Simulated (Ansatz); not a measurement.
# SiC: the cost of one run

Program: Ansatz 0.2.0. Level of theory: DFT LDA, frozen-core PAW and all-electron LAPW, scalar-relativistic unless said. These are calculated values, not measurements.

2 further runs of the same task are left out: 1 that didn't finish, 1 set aside as unsound or not needed.

## Step 1: Starting point

The structure is hexagonal, space group P6_3mc (No. 186). Conventional cell: a = 3.076 Å, b = 3.076 Å, c = 5.048 Å, α = 90.00°, β = 90.00°, γ = 120.00°. Around Si (site symmetry 3m) lie 4 C at 1.87 to 1.94 Å. Around C (site symmetry 3m) lie 4 Si at 1.87 to 1.94 Å.

Structure file:

```cif
data_structure
_symmetry_space_group_name_H-M 'P 1'
_symmetry_Int_Tables_number 1
_cell_length_a 3.0760
_cell_length_b 3.0760
_cell_length_c 5.0480
_cell_angle_alpha 90.000
_cell_angle_beta 90.000
_cell_angle_gamma 120.000
_cell_volume 41.36
loop_
_atom_site_label
_atom_site_type_symbol
_atom_site_fract_x
_atom_site_fract_y
_atom_site_fract_z
_atom_site_occupancy
Si1 Si 0.33333 0.66667 0.00000 1
Si2 Si 0.66667 0.33333 0.50000 1
C1 C 0.33333 0.66667 0.38500 1
C2 C 0.66667 0.33333 0.88500 1
```

Cartesian axes are those of the input's lattice vectors. The structure goes back to a database entry.

## Step 2: Cell and atoms relaxed, PAW

Input file input.yaml:

```yaml
crystal:
  lattice:
    - [3.07599999998, 0.0, 0.0]
    - [-1.53799999999, 2.66389414203, 0.0]
    - [0.0, 0.0, 5.048]
  atoms:
    - { symbol: Si, position: [0.333333333333, 0.666666666667, 0.0] }
    - { symbol: Si, position: [0.666666666667, 0.333333333333, 0.5] }
    - { symbol: C, position: [0.333333333333, 0.666666666667, 0.385] }
    - { symbol: C, position: [0.666666666667, 0.333333333333, 0.885] }
kpoints:
  mp_grid: { grid: [14, 14, 8] }
scf:
  occupations: { method: fermi_dirac, width: 0.05 }
hamiltonian:
  xc: lda
  pseudopotentials: { kind: paw }
relax:
  f_tol: 0.002
  max_steps: 80
  cell: {}
output:
  forces: true
  stress: true
```

Run with:

```console
$ ansatz run input.yaml --threads 2 --pin off --max-ram 5120MiB --backend cpu --events-out ev --progress --plain --runs-dir out
```

**Question.** How long does this run take on 2 threads of AMD EPYC 7R13 (Zen 3), shared host, and how much memory does it need?

About 12 s, with a peak of 0.44 GiB.
